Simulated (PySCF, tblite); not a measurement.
# C₃H₁₀F₃P₃Si: geometry, infrared bands and NMR shifts

Wanted: the infrared bands and NMR shifts of C₃H₁₀F₃P₃Si (`CP(C)P(P[SiH3])C(F)(F)F`), by calculation.

Computed with tblite 0.8.0 and PySCF 2.14.0, with density-fitted response routines of our own, on a single molecule in the gas phase. Atoms count from 0, in the outputs and in this text.

## (1) The starting structure

20 atoms, charge 0, multiplicity 1; geometry from: force field or distance geometry start.

Bonds of the start (Å): C0–P1 1.83, P1–C2 1.85, P1–P3 2.30, P3–P4 2.29, P4–Si5 2.22, P3–C6 1.78, C6–F7 1.34, C6–F8 1.33, C6–F9 1.33, C0–H10 1.09, C0–H11 1.10, C0–H12 1.09, C2–H13 1.09, C2–H14 1.08, C2–H15 1.08, P4–H16 1.41, Si5–H17 1.49, Si5–H18 1.48, Si5–H19 1.48.

## (2) Geometry optimisation with GFN2-xTB

The job: settings as JSON, then the geometry in Å.

```
{"job": {"kind": "relax", "xc": "GFN2-xTB", "basis": "xTB"}, "charge": 0, "multiplicity": 1}
C      1.952800     2.001700    -0.141000
P      1.430500     0.545400     0.836300
C      2.832900    -0.591300     0.437300
P     -0.055600    -0.281200    -0.706100
P     -1.785600     1.137700    -0.208400
Si    -3.524000     0.180500    -1.206300
C     -0.579200    -1.778700     0.094900
F     -1.073100    -1.469900     1.299800
F     -1.492700    -2.316500    -0.711400
F      0.496400    -2.562700     0.183200
H      2.206600     1.745700    -1.171900
H      1.146000     2.752900    -0.164600
H      2.815600     2.472600     0.330500
H      3.751000    -0.217000     0.887400
H      2.641900    -1.581300     0.835100
H      2.994300    -0.668600    -0.631100
H     -2.047500     0.719100     1.111900
H     -3.753400    -1.153500    -0.590000
H     -3.247900     0.047600    -2.650200
H     -4.714200     1.028300    -0.984400
```

Run with:

```sh
$ OMP_NUM_THREADS=1 python probes_run.py task.json out
```

This one command runs all jobs of the session in turn.

**Question.** This job is followed by: GFN2-xTB harmonic vibrations, gas phase; GIAO PBE0/pcSseg-1 NMR shielding, non-relativistic, gas phase. Predict these results of the whole session: strongest single infrared mode (GFN2-xTB); zero-point energy (GFN2-xTB); 13C shifts against TMS (PBE0/pcSseg-1, means over atoms taken as alike); 1H shifts against TMS (PBE0/pcSseg-1, means over atoms taken as alike); 31P shifts against H3PO4 (PBE0/pcSseg-1); 29Si shifts against TMS (PBE0/pcSseg-1); 19F shifts against CFCl3 (PBE0/pcSseg-1, means over atoms taken as alike).

As calculated:

```
                                                                 quantity                     value
                                strongest single infrared mode (GFN2-xTB)      741 cm⁻¹, 327 km/mol
                                             zero-point energy (GFN2-xTB)             77.1 kcal/mol
  13C shifts against TMS (PBE0/pcSseg-1, means over atoms taken as alike)           141.9, 16.4 ppm
   1H shifts against TMS (PBE0/pcSseg-1, means over atoms taken as alike)      4.27, 2.66, 1.40 ppm
                                 31P shifts against H3PO4 (PBE0/pcSseg-1)  -43.2, -62.0, -256.8 ppm
                                  29Si shifts against TMS (PBE0/pcSseg-1)                 -79.2 ppm
19F shifts against CFCl3 (PBE0/pcSseg-1, means over atoms taken as alike)                 -66.4 ppm
```

**Reading.** The optimisation took 126 steps and gained 0.677 eV; among the close pairs (by a distance rule), P3–P4 changed most, from 2.292 to 2.176 Å. The lowest mode is slightly imaginary (17i cm⁻¹), a soft motion within the noise of the Hessian, so the minimum is not strictly shown. Unscaled tight-binding wavenumbers are off by several per cent, some by more. Its intensities can rank the bands wrongly. At PBE0/pcSseg-1: The widest tensor belongs to P3: span 201 ppm, with a paramagnetic part of -608 ppm.
